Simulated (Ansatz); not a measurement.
# Ag: the cost of one run

Method: DFT r2SCAN, scalar-relativistic, plane waves, PAW, in Ansatz 0.2.0.

2 further runs of the same task are left out: 2 set aside as unsound or not needed. Runs told in other sessions of the task aren't counted.

## 1. The structure to begin with

The structure is hexagonal, space group P6_3/mmc (No. 194). Conventional cell: a = 2.905 Å, b = 2.905 Å, c = 9.467 Å, α = 90.00°, β = 90.00°, γ = 120.00°. Ag (site symmetry -6m2) is surrounded by 12 Ag at 2.90 to 2.91 Å. Ag (site symmetry -3m) has 12 Ag at 2.90 to 2.91 Å in its first shell of neighbours.

As a file:

```cif
data_structure
_symmetry_space_group_name_H-M 'P 1'
_symmetry_Int_Tables_number 1
_cell_length_a 2.9052
_cell_length_b 2.9052
_cell_length_c 18.9340
_cell_angle_alpha 90.000
_cell_angle_beta 90.000
_cell_angle_gamma 60.000
_cell_volume 138.40
loop_
_atom_site_label
_atom_site_type_symbol
_atom_site_fract_x
_atom_site_fract_y
_atom_site_fract_z
_atom_site_occupancy
Ag1 Ag 0.33333 0.33333 0.12500 1
Ag2 Ag 0.33333 0.33333 0.62500 1
Ag3 Ag 0.66667 0.66667 0.37500 1
Ag4 Ag 0.66667 0.66667 0.87500 1
Ag5 Ag 0.00000 0.00000 0.00000 1
Ag6 Ag 0.00000 0.00000 0.50000 1
Ag7 Ag 0.00000 0.00000 0.25000 1
Ag8 Ag 0.00000 0.00000 0.75000 1
```

It is built from the cell relaxed beforehand with the same method (17.30 Å³/atom).

## 2. Zero of energy

The cell is repeated 2 times, 8 atoms in all. The reference gives a free energy of -60831.5570 eV, pressure 0.05 GPa, largest force 0.000 eV/Å and gap on the mesh none (metal). It was computed beforehand with the settings of the runs below.

## 3. Setting up a stacking-fault curve

The cut lies on the cell's a–b face, a (0 0 1) plane of area 7.31 Å², between layers 2.37 Å apart (Ag below, Ag above); the cell is 18.9 Å thick. Vector c is tilted by f times 1·a + 1·b (length 5.032 Å) with the atoms' Cartesian places fixed: one unrelaxed fault per cell.

## 4. f = 0.167

File input.yaml:

```yaml
crystal:
  lattice:
    - [-2.9052089956, 0.0, 0.0]
    - [-1.4526044978, -2.5159847935, 0.0]
    - [-0.7264475094, -0.4194146651, 18.9339893801]
  atoms:
    - { symbol: Ag, position: [0.3229145833, 0.3229145833, 0.0625] }
    - { symbol: Ag, position: [0.2395645833, 0.2395645833, 0.5625] }
    - { symbol: Ag, position: [0.6145729167, 0.6145729167, 0.3125] }
    - { symbol: Ag, position: [0.5312229167, 0.5312229167, 0.8125] }
    - { symbol: Ag, position: [-0.15628125, -0.15628125, 0.9375] }
    - { symbol: Ag, position: [-0.07293125, -0.07293125, 0.4375] }
    - { symbol: Ag, position: [-0.03125625, 0.96874375, 0.1875] }
    - { symbol: Ag, position: [-0.11460625, 0.88539375, 0.6875] }
basis:
  ecutwfc: 500
kpoints:
  mp_grid: { grid: [18, 18, 3] }
hamiltonian:
  xc: r2scan
scf:
  occupations: { method: gaussian, width: 0.15 }
output:
  forces: true
  stress: true
  eigenvalues: true
  write_density: true
  write_potential: true
  elf: true
  volumetric_format: npy
```

Started as:

```bash
$ ansatz run input.yaml --threads 2 --pin off --max-ram 5120MiB --backend cpu --events-out ev --progress --plain --runs-dir out
```

What time and memory should one allow on 2 threads of AMD EPYC 9R45 (Zen 5), shared host?

About 1.9 min, with a peak of 2.8 GiB.
